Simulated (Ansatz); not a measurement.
# C3H12BNSi: the cost of one run

Program: Ansatz 0.2.0. Level of theory: UKS B3LYP/STO-3G. These are calculated values, not measurements.

### Step 1. The system as given

Bond lengths (14 of 17 bonds, heavy atoms first): B1–C2 1.627 Å, C2–C3 1.574 Å, C3–N4 1.503 Å, C3–C5 1.525 Å, C5–Si6 1.880 Å, B1–H7 1.170 Å, B1–H8 1.180 Å, C2–H9 1.132 Å, C2–H10 1.124 Å, C3–H11 1.086 Å, N4–H12 1.018 Å, N4–H13 1.155 Å, C5–H14 1.116 Å, C5–H15 1.100 Å. Angles (14 of 30 angles, heavy atoms first): B1–C2–C3 114.2°, C2–C3–N4 106.1°, C2–C3–C5 109.5°, N4–C3–C5 109.3°, C3–C5–Si6 113.4°, B1–C2–H9 107.4°, B1–C2–H10 108.5°, C3–C2–H9 110.3°, C3–C2–H10 110.7°, C2–B1–H7 117.4°, C2–B1–H8 119.5°, C2–C3–H11 109.3°, N4–C3–H11 113.6°, C5–C3–H11 109.0°.

Its coordinates follow in the input file.

### Step 2. Preparing the start

Input file input.yaml:

```yaml
crystal:
  periodic: [false, false, false]
  atoms:
    - { symbol: B, position_ang: [1.512, -1.7726, -1.2211] }
    - { symbol: C, position_ang: [1.1101, -0.6681, -0.0954] }
    - { symbol: C, position_ang: [-0.0651, 0.2891, -0.5197] }
    - { symbol: "N", position_ang: [0.5089, 1.2222, -1.5494] }
    - { symbol: C, position_ang: [-0.5267, 1.0947, 0.6906] }
    - { symbol: Si, position_ang: [-1.5923, 0.1071, 1.8841] }
    - { symbol: H, position_ang: [0.6659, -2.4836, -1.6048] }
    - { symbol: H, position_ang: [2.5842, -1.7385, -1.7124] }
    - { symbol: H, position_ang: [0.8381, -1.2297, 0.8491] }
    - { symbol: H, position_ang: [2.0287, -0.0769, 0.1682] }
    - { symbol: H, position_ang: [-0.8973, -0.3047, -0.8874] }
    - { symbol: H, position_ang: [0.7018, 0.6709, -2.3837] }
    - { symbol: H, position_ang: [-0.4143, 1.8472, -1.8502] }
    - { symbol: H, position_ang: [0.3039, 1.5446, 1.2844] }
    - { symbol: H, position_ang: [-1.1669, 1.928, 0.366] }
    - { symbol: H, position_ang: [-2.1519, 1.0183, 2.9254] }
    - { symbol: H, position_ang: [-0.7781, -0.9122, 2.5567] }
    - { symbol: H, position_ang: [-2.6982, -0.5245, 1.1514] }
magnetization:
  spin_polarized: true
basis:
  gaussian: { orbitals: STO-3G }
hamiltonian:
  xc: b3lyp
relax:
  f_tol: 0.02
  max_steps: 40
output:
  orbitals: {}
```

Started as:

```
$ ansatz run input.yaml --threads 1 --pin off --max-ram 2048MiB --backend cpu --events-out ev --progress --plain --runs-dir out
```

What time and memory should one allow on 1 thread of Arm Neoverse V1, shared host?

About 2.5 min, with a peak of 0.19 GiB.
